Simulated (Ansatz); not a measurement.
# AsH₃− (doublet): the correlation ladder at a displaced geometry (v2), aug-cc-pVDZ

Aim: climb from Hartree-Fock through coupled cluster for AsH₃− (doublet) at one geometry and basis, and see what each rung misses.

Method: aug-cc-pVDZ, core rule «outside noble gas», up to 14 orbitals frozen; program: Ansatz 0.2.0, Gaussian basis.

The runs, in order: UHF; CCSD(T) on ROHF; CCSD(T) on UHF; BCCD(T) on ROHF; CISD as a restricted active space (open shells left free, so some higher excitations enter); CCSDT(Q) on ROHF; CCSDT(Q) on UHF.

21 further runs of the same task are left out: 7 for a known fault of the program, 5 that didn't finish, 9 set aside as unsound or not needed. Runs told in other sessions of the task aren't counted.

### Step 1. The geometry

The geometry is a PBE0/def2-TZVPD stationary point (not a proven minimum) with its atoms shifted at random (size 0.100 Å). No spin-orbit coupling is included. The filled d shell of As may be among the frozen orbitals whatever the setting's name suggests.

4 atoms, charge -1, spin multiplicity 2.

Atoms are counted from 1 here; the program's logs count them from 0.

Bond lengths: As1–H2 1.426 Å, As1–H3 1.580 Å, As1–H4 1.626 Å. Angles: H2–As1–H3 93.4°, H2–As1–H4 91.2°, H3–As1–H4 93.2°.

### Step 2. UHF

Contents of in.yaml:

```yaml
crystal:
  periodic: [false, false, false]
  atoms:
    - {symbol: As, position_ang: [0.004215, 0.002438, -0.032660]}
    - {symbol: H, position_ang: [1.128614, -0.009025, 0.844718]}
    - {symbol: H, position_ang: [-0.773522, 1.077252, 0.824750]}
    - {symbol: H, position_ang: [-0.668435, -1.249457, 0.758191]}
basis:
  gaussian: {orbitals: aug-cc-pVDZ}
total_charge: -1
magnetization: {spin_polarized: true, initial_magnetization: 1}
hamiltonian: {xc: hf}
output: {orbitals: {seedname: orbitals}}
```

On the command line:

```sh
$ ansatz run in.yaml --threads 1 --pin off --events-out ev --progress --plain --max-ram 2393MiB
```

The runs that follow: CCSD(T) on ROHF; CCSD(T) on UHF; BCCD(T) on ROHF; CISD as a restricted active space (open shells left free, so some higher excitations enter); CCSDT(Q) on ROHF; CCSDT(Q) on UHF.

Before running them: what should the planned runs give, taken together? Wanted: UCCSDT(Q) from the RHF energy; RMP2 from UCCSDT(Q); UMP2 from UCCSDT(Q); RCCSD from UCCSDT(Q); RCCSD(T) from UCCSDT(Q); UCCSD(T) from UCCSDT(Q); RCCSDT(Q) from UCCSDT(Q); T1 diagnostic.

As calculated:

| quantity | value |
| --- | --- |
| UCCSDT(Q) from the ROHF energy | -4.8042 eV |
| RMP2 from UCCSDT(Q) | +22.45 kcal/mol |
| UMP2 from UCCSDT(Q) | +22.38 kcal/mol |
| RCCSD from UCCSDT(Q) | +4.12 kcal/mol |
| RCCSD(T) from UCCSDT(Q) | +0.70 kcal/mol |
| UCCSD(T) from UCCSDT(Q) | +0.70 kcal/mol |
| RCCSDT(Q) from UCCSDT(Q) | +0.01 kcal/mol |
| levels within 1 kcal/mol (43 meV) | RCCSD(T), UCCSD(T), BCCD(T), RCCSDT, UCCSDT, RCCSDT(Q) |
| T1 diagnostic | 0.026 |

In words: RCCSD(T) lands +0.70 kcal/mol from the yardstick (0.6 % of the correlation energy). These misses are within one basis, not against nature; the frozen cores of restricted and unrestricted runs differ, which can shift their rows. The highest orbital lies above zero: the basis alone holds the extra electron.

With open shells the CI space here admits some higher excitations, so it is larger than plain CISD.
